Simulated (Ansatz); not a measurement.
# HF/STO-3G run of GeN2H4 (SMILES [NH2][Ge][NH2])

What is the electronic atomisation energy of GeN2H4 at HF/STO-3G? 

The results are computed with Ansatz 0.2.0.

43 further runs of the same task are left out: 43 set aside as unsound or not needed. Runs told in other sessions of the task aren't counted.

**1. Starting point**

GeN2H4: 7 atoms, total charge 0, spin state singlet. SMILES: `[NH2][Ge][NH2]`. Geometry: relaxed at PBE0-D4/def2-TZVP. This is one conformer, not always the lowest.

Bond lengths: N1–Ge2 1.827 Å, Ge2–N3 1.827 Å, N1–H4 1.006 Å, N1–H5 1.008 Å, N3–H6 1.008 Å, N3–H7 1.006 Å. Angles: N1–Ge2–N3 97.3°, Ge2–N1–H4 120.9°, Ge2–N1–H5 126.9°, Ge2–N3–H6 126.9°, Ge2–N3–H7 120.9°, H4–N1–H5 112.3°, H6–N3–H7 112.3°.

**2. The energy at HF/STO-3G**

Contents of input.yaml:

```yaml
crystal:
  periodic: [false, false, false]
  atoms:
    - {symbol: N, position_ang: [-1.179700, 0.092100, -0.683900]}
    - {symbol: Ge, position_ang: [-0.069700, -1.237600, -0.102500]}
    - {symbol: N, position_ang: [1.194700, -0.165000, 0.665000]}
    - {symbol: H, position_ang: [-2.029900, -0.124000, -1.176400]}
    - {symbol: H, position_ang: [-1.047800, 1.084700, -0.566600]}
    - {symbol: H, position_ang: [1.191600, 0.842500, 0.702200]}
    - {symbol: H, position_ang: [2.002000, -0.560700, 1.116500]}
basis:
  gaussian:
    orbitals: STO-3G
hamiltonian:
  xc: hf
accuracy: high
output: {orbitals: {seedname: orbitals}}
```

Command:

```
$ ansatz run input.yaml --threads 1 --pin off --max-ram 3480MiB --events-out events.jsonl --progress --plain --runs-dir runs
```

Standard output:

```text
Warning: RAYON_NUM_THREADS=1 ignored (pool sized by the plan → 1); use --threads N
Functional definition: HF
  name "HF"
  exchange = exact_x
  correlation = 0
522 factors; integrals over basis functions are off by at most 4.0e-9 eV
mean field evaluation 1: about -58818.0952 eV, gradient 1.8e1 eV
mean field evaluation 2: about -58818.1902 eV, gradient 1.8e1 eV
mean field evaluation 4: about -58819.2488 eV, gradient 1.3e0 eV
mean field evaluation 8: about -58819.2598 eV, gradient 1.4e-2 eV
mean field -58819.25979572 eV, -2161.5679283665 hartree, gradient 2.4e-8 eV, S^2 0.000000; 0 other end points of the search recorded, 0 dependent functions left out
reference -58819.25979572 eV, -2161.5679283665 hartree; 25, 25 occupied and 7, 7 virtual orbitals, 522 factors
Total energy: -58819.25979572 eV, -2161.5679283665 hartree
```

Wall time 0.3 s (1 thread of Intel Xeon Platinum 8488C (Sapphire Rapids), shared host).

**3. The Ge atom at the same level**

Contents of input.yaml:

```yaml
crystal:
  periodic: [false, false, false]
  atoms:
    - symbol: Ge
      position_ang: [0.000000, 0.000000, 0.000000]
basis:
  gaussian:
    orbitals: STO-3G
total_charge: 0
magnetization:
  spin_polarized: true
  initial_magnetization: 2
accuracy: high
hamiltonian:
  xc: hf
```

Run the same way, it converges to -2051.63626 Eh (log not shown).

**4. The H atom, same level**

Contents of in.yaml:

```yaml
crystal:
  periodic: [false, false, false]
  atoms:
    - symbol: H
      position_ang: [0.000000, 0.000000, 0.000000]
basis:
  gaussian:
    orbitals: STO-3G
total_charge: 0
magnetization:
  spin_polarized: true
  initial_magnetization: 1
hamiltonian:
  xc: hf
accuracy: high
```

Run the same way, it converges to -0.46658 Eh (log not shown).

**5. The N atom at the same level**

Contents of molecule.yaml:

```yaml
crystal:
  periodic: [false, false, false]
  atoms:
    - symbol: N
      position_ang: [0.000000, 0.000000, 0.000000]
basis:
  gaussian: {orbitals: STO-3G}
magnetization: {spin_polarized: true, initial_magnetization: 3}
hamiltonian: {xc: hf}
accuracy: high
```

Run the same way, it converges to -53.71901 Eh (log not shown).

**6. Results**

At HF/STO-3G:

```
                     quantity           value
       molecule: total energy  -2161.56793 Eh
        molecule: HOMO energy        -6.39 eV
        molecule: LUMO energy         6.80 eV
      molecule: HOMO–LUMO gap        13.19 eV
        Ge atom: total energy  -2051.63626 Eh
                Ge atom: ⟨S²⟩           2.000
         H atom: total energy     -0.46658 Eh
                 H atom: ⟨S²⟩           0.750
         N atom: total energy    -53.71901 Eh
                 N atom: ⟨S²⟩           3.750
electronic atomisation energy       17.070 eV
```

In words: Taking the molecule apart into free atoms costs 17.07 eV (1647 kJ/mol), before zero-point energy and without spin-orbit coupling. Hartree–Fock lacks the correlation of the bonding pairs, which as a rule makes this value much too low; in minimal bases other errors can mask that. In a minimal basis such a difference can be off by several eV, whatever the method.
